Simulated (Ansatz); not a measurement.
Consider a comparison of functionals at one structure of AlRu, space group Pm-3m (the Ansatz DFT code, driven from Python).

Input file `alru.xyz`:
```text
2
Lattice="2.9916 0.0 0.0 0.0 2.9916 0.0 0.0 0.0 2.9916" Properties=species:S:1:pos:R:3 pbc="T T T"
Al    0.00000000    0.00000000    0.00000000
Ru    1.49580000    1.49580000    1.49580000
```

`xc_alru.py`:
```python
"""One structure of AlRu under several functionals."""

import warnings

import ansatz as az
import pandas as pd

warnings.simplefilter("ignore", az.DeckWarning)

system = az.Crystal.from_extxyz("alru.xyz")

base = system.calculation().kpoints(spacing=0.24).occupations("cold", width=0.15).stress()

rows = []
for value in ["pbe", "pbesol", "revpbe"]:
    report = base.functional(value).run(threads=1, pin="off").report
    rows.append((value, report["free_energy_ev"] / len(report["lattice"]["sites"]), report["n_iterations"], sum(report["stress_gpa"][i][i] for i in range(3)) / 3, report["n_kpoints"]))

table = pd.DataFrame(rows, columns=["functional", "F/atom (eV)", "iterations", "P (GPa)", "k-points"])
print(table.round(5).to_string(index=False))
```

Rank the functionals by the pressure that they give at this structure. What does the order say about their lattices?

From lowest to highest: PBEsol (-3.4 GPa), PBE (2.5 GPa) and revPBE (5.1 GPa). At a fixed cell a lower pressure usually means a smaller equilibrium volume, so PBEsol prefers the smallest cell and revPBE the largest.

The run itself:

Running `python xc_alru.py` prints:
```text
functional  F/atom (eV)  iterations  P (GPa)  k-points
       pbe  -3208.73001           5  2.46186        35
    pbesol  -3171.14955           6 -3.41208        35
    revpbe  -3212.37644           5  5.12073        35
```

The mesh is modest for a metal, so energies can be off by several to tens of meV an atom and pressures by half a GPa or more; differences at equal mesh fare better. Pressure is positive in compression. The structure is a deposited one; some such entries were measured under pressure or heat, so a shift against it needn't be the functional's error alone. Total energies of different functionals can't be compared; pressures, moments and gaps at this one structure can. It ran for 2.8 s on 1 thread of Intel(R) Xeon(R) Processor @ 2.30GHz, with other jobs on the host, peak memory 0.51 GiB.
